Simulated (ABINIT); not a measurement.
# Al2Cl (Fm-3m) in ABINIT: single point with PBEsol

Aim: the single point of Al2Cl with PBEsol.

All numbers are computed with ABINIT 10.8.3 (patched build); they aren't measurements. Logs are shortened: lines on timing, memory, paths and dates and some standing lists are left out, and cuts for length are marked. The log counts tension as positive stress, the text compression.

## (1) The structure

It takes space group Fm-3m (No. 225, cubic). Conventional cell: a = 6.317 Å, b = 6.317 Å, c = 6.317 Å, α = 90.00°, β = 90.00°, γ = 90.00°. Al (site symmetry -43m) is surrounded by 4 Cl at 2.74 Å. Cl (site symmetry m-3m) has 8 Al at 2.74 Å as nearest neighbours.

The cell was built by a generator and needn't be a form met in nature.

## (2) Single point, PBEsol

The input, run.abi:

```
pp_dirpath "./"
pseudos "Al.upf, Cl.upf"

acell 8.4414857533 8.4414857533 8.4414857533
rprim
     0.0000000000     0.7071067812     0.7071067812
     0.7071067812     0.0000000000     0.7071067812
     0.7071067812     0.7071067812     0.0000000000
ntypat 2
znucl 13 17
natom 3
typat 1 1 2
xred
     0.2500000000     0.2500000000     0.2500000000
     0.7500000000     0.7500000000     0.7500000000
     0.0000000000     0.0000000000     0.0000000000

ecut 680.284656 eV

kptopt 1
ngkpt 5 5 5
nshiftk 1
shiftk 0.0 0.0 0.0

ixc -116133

nband 11
occopt 3
tsmear 0.00183747

nstep 100
tolvrs 1.0e-10

iomode 3
prtwf 0
prtden 0
prteig 0
prtebands 0
prtvol 2
```

Potentials or basis: PseudoDojo NC SR PBEsol v0.4 stringent.

Command:

```
$ abinit run.abi > log 2>&1
```

run.abo:

```text
.Version 10.8.3 of ABINIT
 Symmetries : space group Fm -3 m (#225); Bravais cF (face-center cubic)
================================================================================
 Values of the parameters that define the memory need of the present run
     intxc =       0    ionmov =       0      iscf =       7    lmnmax =       6
     lnmax =       6     mgfft =      40  mpssoang =       3    mqgrid =    3001
     natom =       3  nloc_mem =       1    nspden =       1   nspinor =       1
    nsppol =       1      nsym =      48    n1xccc =    2501    ntypat =       2
    occopt =       3   xclevel =       2
       mpw =        2573          nfft =       64000          nkpt =          10
================================================================================
================================================================================

--------------------------------------------------------------------------------
------------- Echo of variables that govern the present computation ------------
--------------------------------------------------------------------------------
 -outvars: echo values of preprocessed input variables --------
            acell      8.4414857533E+00  8.4414857533E+00  8.4414857533E+00 Bohr
              amu      2.69815390E+01  3.54527000E+01
             ecut      2.50000000E+01 Hartree
              ixc     -116133
         kptrlatt        5    0    0      0    5    0      0    0    5
          kptrlen      4.22074288E+01
            natom           3
            nband          11
            ngfft          40      40      40
             nkpt          10
            nstep         100
             nsym          48
           ntypat           2
           occopt           3
           prtden           0
        prtebands           0
           prteig           0
           prtvol           2
            prtwf           0
            rprim      0.0000000000E+00  7.0710678120E-01  7.0710678120E-01
                       7.0710678120E-01  0.0000000000E+00  7.0710678120E-01
                       7.0710678120E-01  7.0710678120E-01  0.0000000000E+00
          spgroup         225
           tolvrs      1.00000000E-10
           tsmear      1.83747000E-03 Hartree
            typat      1  1  2
           xangst      1.5793378040E+00  1.5793378040E+00  1.5793378040E+00
                       4.7380134119E+00  4.7380134119E+00  4.7380134119E+00
                       0.0000000000E+00  0.0000000000E+00  0.0000000000E+00
            xcart      2.9845159098E+00  2.9845159098E+00  2.9845159098E+00
                       8.9535477293E+00  8.9535477293E+00  8.9535477293E+00
                       0.0000000000E+00  0.0000000000E+00  0.0000000000E+00
             xred      2.5000000000E-01  2.5000000000E-01  2.5000000000E-01
                       7.5000000000E-01  7.5000000000E-01  7.5000000000E-01
                       0.0000000000E+00  0.0000000000E+00  0.0000000000E+00
[... 166 lines left out ...]
  -0.44458   -0.01200   -0.01049   -0.01049   -0.01049    0.20540    0.20540    0.20540
   0.24319    0.36912    0.36912
      occupation numbers for kpt#   1
   2.00000    2.00000    2.00000    2.00000    2.00000    0.13889    0.13889    0.13889
   0.00000    0.00000    0.00000
 kpt#   2, nband= 11, wtk=  0.06400, kpt=  0.2000  0.0000  0.0000 (reduced coord)
  -0.44169   -0.06687   -0.01457   -0.01457    0.04342    0.16266    0.21798    0.21798
   0.31046    0.32143    0.32143
      occupation numbers for kpt#   2
   2.00000    2.00000    2.00000    2.00000    2.00000    2.00000    0.00016    0.00016
   0.00000    0.00000    0.00000
 kpt#   3, nband= 11, wtk=  0.06400, kpt=  0.4000  0.0000  0.0000 (reduced coord)
  -0.43678   -0.10061   -0.02046   -0.02046    0.05220    0.18712    0.22338    0.22338
   0.30640    0.33920    0.33920
      occupation numbers for kpt#   3
   2.00000    2.00000    2.00000    2.00000    2.00000    1.99872    0.00001    0.00001
[... 28 lines left out ...]
      occupation numbers for kpt#   8
   2.00000    2.00000    2.00000    2.00000    2.00000    2.00000    0.92215    0.00000
   0.00000    0.00000    0.00000
 kpt#   9, nband= 11, wtk=  0.09600, kpt= -0.4000  0.4000  0.0000 (reduced coord)
  -0.43320   -0.09527   -0.06193   -0.03648    0.10799    0.15219    0.19027    0.26072
   0.28371    0.35780    0.42321
      occupation numbers for kpt#   9
   2.00000    2.00000    2.00000    2.00000    2.00000    2.00000    1.99291    0.00000
   0.00000    0.00000    0.00000
 kpt#  10, nband= 11, wtk=  0.19200, kpt= -0.4000  0.4000  0.2000 (reduced coord)
  -0.43382   -0.08906   -0.06601   -0.03861    0.14148    0.14183    0.18059    0.23854
   0.29758    0.33083    0.43457
      occupation numbers for kpt#  10
   2.00000    2.00000    2.00000    2.00000    2.00000    2.00000    1.99996    0.00000
   0.00000    0.00000    0.00000
 Total charge density [el/Bohr^3]
)     Maximum=    2.6738E-01  at reduced coord.    0.9500    0.9500    0.9500
)Next maximum=    2.6738E-01  at reduced coord.    0.1500    0.9500    0.9500
)     Minimum=    2.5635E-03  at reduced coord.    0.2500    0.2500    0.2500
)Next minimum=    2.5635E-03  at reduced coord.    0.7500    0.7500    0.7500
   Integrated=    1.3000E+01

--- !EnergyTerms
iteration_state     : {dtset: 1, }
comment             : Components of total free energy in Hartree
kinetic             :  7.20807718352153E+00
hartree             :  3.70173643709178E+00
xc                  : -6.51668591512328E+00
Ewald energy        : -1.65086895283204E+01
psp_core            :  3.15578989397578E-01
local_psp           : -1.22873915846328E+01
non_local_psp       :  3.15803546924015E+00
internal            : -2.09293389488255E+01
'-kT*entropy'       : -8.91042339858150E-04
total_energy        : -2.09302299911653E+01
total_energy_eV     : -5.69540572506815E+02
band_energy         : -5.10360367719419E-01
...

 Cartesian components of stress tensor (hartree/bohr^3)
  sigma(1 1)= -2.61144072E-04  sigma(3 2)=  0.00000000E+00
  sigma(2 2)= -2.61144072E-04  sigma(3 1)=  0.00000000E+00
  sigma(3 3)= -2.61144072E-04  sigma(2 1)=  0.00000000E+00

-Cartesian components of stress tensor (GPa)         [Pressure=  7.6831E+00 GPa]
- sigma(1 1)= -7.68312386E+00  sigma(3 2)=  0.00000000E+00
- sigma(2 2)= -7.68312386E+00  sigma(3 1)=  0.00000000E+00
- sigma(3 3)= -7.68312386E+00  sigma(2 1)=  0.00000000E+00

== END DATASET(S) ==============================================================
================================================================================

 -outvars: echo values of variables after computation  --------
            acell      8.4414857533E+00  8.4414857533E+00  8.4414857533E+00 Bohr
           etotal     -2.0930229991E+01
            fcart     -8.5169093276E-31  6.1674170993E-31 -2.0558056998E-31
                       7.3421632135E-31 -6.1674170993E-31  3.2305518139E-31
                       1.1747461142E-31 -0.0000000000E+00 -1.1747461142E-31
            rprim      0.0000000000E+00  7.0710678120E-01  7.0710678120E-01
                       7.0710678120E-01  0.0000000000E+00  7.0710678120E-01
                       7.0710678120E-01  7.0710678120E-01  0.0000000000E+00
           strten     -2.6114407225E-04 -2.6114407225E-04 -2.6114407225E-04
                       0.0000000000E+00  0.0000000000E+00  0.0000000000E+00
           xangst      1.5793378040E+00  1.5793378040E+00  1.5793378040E+00
                       4.7380134119E+00  4.7380134119E+00  4.7380134119E+00
                       0.0000000000E+00  0.0000000000E+00  0.0000000000E+00
             xred      2.5000000000E-01  2.5000000000E-01  2.5000000000E-01
                       7.5000000000E-01  7.5000000000E-01  7.5000000000E-01
                       0.0000000000E+00  0.0000000000E+00  0.0000000000E+00
 Calculation completed.
```

Wall time 10 s (1 thread of Arm Neoverse V1, shared host); peak memory 0.07 GiB.

What came out:

```
Free energy                                           : -569.5406 eV
Pressure                                              : 7.7 GPa
Band gap on the k mesh                                : none (metal or under the smearing width)
Valence electrons inside the program's atomic spheres : Al 0.83; Cl 5.07
```

Caveat: the cutoff is short for stress, so the pressure is rough; an odd number of electrons without spin polarisation forces a metal; a magnetic or distorted state may lie lower.
